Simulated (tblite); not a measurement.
# C4H10GeNO: the cost of one run

The runs use tblite 0.8.0 and PySCF 2.14.0, with density-fitted response routines of our own; the level of theory stands in each step. All values are computed, except where a source is named. Atoms are numbered from 0 throughout.

### 1 The starting structure

17 atoms, charge 0, multiplicity 2; geometry from: force field or distance geometry start.

Bonds of the start (Å): C0–C1 1.52, C1–N2 1.48, N2–C3 1.43, C3–O4 1.25, C3–Ge5 1.92, Ge5–C6 1.95, C0–H7 1.11, C0–H8 1.11, C0–H9 1.11, C1–H10 1.10, C1–H11 1.11, N2–H12 1.05, Ge5–H13 1.55, C6–H14 1.11, C6–H15 1.12, C6–H16 1.11.

### 2 Optimising the geometry with GFN2-xTB

Job settings and geometry (Å):

```
{"job": {"kind": "relax", "xc": "GFN2-xTB", "basis": "xTB"}, "charge": 0, "multiplicity": 2}
C     -2.560400     1.022600     0.420600
C     -1.798000     0.242200    -0.638500
N     -0.491200    -0.205100    -0.101700
C      0.412200    -0.949600    -0.915400
O      0.118500    -1.274400    -2.083200
Ge     2.097500    -1.504100    -0.181800
C      3.085600     0.071800     0.403500
H     -3.538700     1.352400     0.005400
H     -2.750400     0.388100     1.315300
H     -1.998600     1.925400     0.729100
H     -1.634700     0.880200    -1.521500
H     -2.393900    -0.652600    -0.930100
H     -0.227700     0.037800     0.884500
H      1.864000    -2.438300     1.030600
H      3.246800     0.753000    -0.454900
H      2.497400     0.601400     1.198000
H      4.064500    -0.239000     0.830400
```

Launch:

```
$ OMP_NUM_THREADS=1 python probes_run.py task.json out
```

The driver reads the jobs from task.json and runs them one after another.

**Question.** How long does this first job take on 1 thread of Arm Neoverse N1, shared host?

About 1.6 s.
